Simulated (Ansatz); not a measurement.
# C: a line through a two-coordinate scan

Aim: follow the energy of C (P6_3/mmc, No. 194; 4 atoms in the cell) along one coordinate, c/a of the conventional cell, with the other held at volume per atom = 5.938 Å³.

A COD entry behind a cell of this session may itself be a prediction, so a difference from it is no test against experiment.

Computed with Ansatz 0.2.0 (DFT PBE, scalar-relativistic, plane waves, PAW, unless a step's input says otherwise).

13 further runs of the same task are left out: 13 set aside as unsound or not needed.

### 1 The system as given

It takes space group P6_3/mmc (No. 194, hexagonal). The conventional cell has a = 2.512 Å, b = 2.512 Å, c = 4.180 Å, α = 90.00°, β = 90.00°, γ = 120.00°. C (site symmetry 3m) is surrounded by 4 C at 1.54 to 1.57 Å.

Coordinates:

```cif
data_structure
_symmetry_space_group_name_H-M 'P 1'
_symmetry_Int_Tables_number 1
_cell_length_a 2.5116
_cell_length_b 2.5116
_cell_length_c 4.1802
_cell_angle_alpha 90.000
_cell_angle_beta 90.000
_cell_angle_gamma 120.000
_cell_volume 22.84
loop_
_atom_site_label
_atom_site_type_symbol
_atom_site_fract_x
_atom_site_fract_y
_atom_site_fract_z
_atom_site_occupancy
C1 C 0.33333 0.66667 0.06273 1
C2 C 0.66667 0.33333 0.56273 1
C3 C 0.33333 0.66667 0.43727 1
C4 C 0.66667 0.33333 0.93727 1
```

It is the result of an earlier relaxation at this level (volume 5.71 Å³/atom; gap on the mesh: 3.36 eV).

### 2 The scan

The energy is mapped over volume and the cell's shape.

- volume per atom: 7 values from 5.024 to 6.394 Å³
- c/a of the conventional cell: 7 values from 1.387 to 1.996

Relaxed at each point: the atoms inside the fixed cell. Energies count from the relaxed crystal. Points are written as (first, second).

### 3 Grid point (5.938 Å³, 1.387)

File input.yaml:

```yaml
crystal:
  lattice:
    - [2.7038916684, 0.0, 0.0]
    - [-1.3519458342, 2.3416388739, 0.0]
    - [0.0, 0.0, 3.7513793007]
  atoms:
    - { symbol: C, position: [0.3333333333, 0.6666666667, 0.0627322709] }
    - { symbol: C, position: [0.6666666667, 0.3333333333, 0.5627322709] }
    - { symbol: C, position: [0.3333333333, 0.6666666667, 0.4372677291] }
    - { symbol: C, position: [0.6666666667, 0.3333333333, 0.9372677291] }
basis:
  ecutwfc: 520.0
kpoints:
  mp_grid: { grid: [12, 12, 6] }
hamiltonian:
  xc: pbe
scf:
  occupations: { method: gaussian, width: 0.05 }
output:
  forces: true
  stress: true
  eigenvalues: true
relax:
  adjacent_minimum: "off"
  f_tol: 0.01
  max_steps: 30
```

Command:

```sh
$ ansatz run input.yaml --threads 1 --pin off --max-ram 2048MiB --backend cpu --events-out ev --progress --plain --runs-dir out
```

Further runs follow: the other points of the line.

Q: Predict the outcome of this session. Wanted: for each run, c/a of the conventional cell; energy; slope; pressure.

The runs gave:

| c/a of the conventional cell | step | energy (meV/atom) | slope (meV/atom per unit) | pressure (GPa) | band gap on the k-mesh (eV) |
| --- | --- | --- | --- | --- | --- |
| 1.387 | 3 | 523 | −4175 | 2 | 1.52 |
| 1.474 | 4 | 234 | −2549 | −7 | 2.55 |
| 1.566 | 5 | 65 | −1152 | −14 | 3.50 |
| 1.664 | 6 | 12 | 3 | −16 | 3.51 |
| 1.768 | 7 | 62 | 907 | −13 | 3.51 |
| 1.879 | 8 | 200 | 1539 | −5 | 1.60 |
| 1.996 | 9 | 381 | 606 | 45 | 0.33 |

Energies count from the relaxed crystal. Slopes come from the forces (and the stress, where the cell changes), not from differences of energies.

What this shows: The lowest point of the line is at 1.664, 12 meV/atom from the zero. Energies and slopes round the minimum, fitted together, put the minimum at 1.6639, with a curvature of about 10000 meV/atom per (unit)². The highest point computed, at 1.387, lies 511 meV/atom above the lowest. This is one cut through a surface in two coordinates; the map's lowest point lies off it. The gap on the mesh closes on part of the grid.

These are semilocal Kohn-Sham gaps, which aren't the measured quantity. Such gaps usually fall short of the measured ones.
